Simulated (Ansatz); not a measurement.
Working through Fermi-surface readings of LiTlPd2, space group I4/mmm

Computed with the Ansatz DFT code, driven from Python.

The cells in order, each with its output:

```python
from dataclasses import dataclass

import ansatz


@dataclass(frozen=True)
class RunConfig:
    cutoff: int = 510
    smearing: str = "fermi_dirac"
    sigma: float = 0.1
```

```python
settings = RunConfig()
```

```python
cell = (
    ansatz.Lattice.from_parameters(4.768949, 4.768949, 4.768949, alpha=128.38048, beta=128.38048, gamma=76.00948)
    .atom("Li", [0.5, 0.5, 0.0])
    .atom("Tl", [0.0, 0.0, 0.0])
    .atom("Pd", [0.75, 0.25, 0.5])
    .atom("Pd", [0.25, 0.75, 0.5])
)
```

```python
job = cell.calculation()
job = job.basis(settings.cutoff)
job = job.kpoints(7, center="gamma").pseudopotentials("paw")
job = job.occupations(settings.smearing, width=settings.sigma)
job = job.functional(ansatz.Functional.PBESOL).eigenstates(nscf_kmesh=(10, 10, 10), level_slopes=True)
surface = job.run(threads=1, backend="cpu").fermi_surface().to_plain()
for way, reading in surface.items():
    if reading:
        rho_lambda = [f"{v:.3e}" for v in reading["resistivity_times_mean_free_path_ohm_m2"]]
        print(f"{way:24s} area {reading['spin_summed_area_per_ang2']:8.3f} 1/A^2  rho*lambda (ohm m^2) {rho_lambda}")
```

    by_tetrahedra            area   24.265 1/A^2  rho*lambda (ohm m^2) ['1.177e-15', '1.434e-15', '1.837e-15']
    by_slopes                area   23.932 1/A^2  rho*lambda (ohm m^2) ['1.188e-15', '1.438e-15', '1.830e-15']
    on_every_second_point    area   22.742 1/A^2  rho*lambda (ohm m^2) ['1.263e-15', '1.552e-15', '2.004e-15']

Reading the output:
- The mesh is modest for a metal, so energies can be off by several to tens of meV an atom and pressures by half a GPa or more; differences at equal mesh fare better.
- Spin-orbit coupling, which matters for elements this heavy, is left out.
- This cell is a computed structure, which may not be the phase found in nature.
- The three readings differ by the mesh error.
- Timing: 15 s on 1 thread of Arm Neoverse V2, on a shared host, peak memory 0.46 GiB.
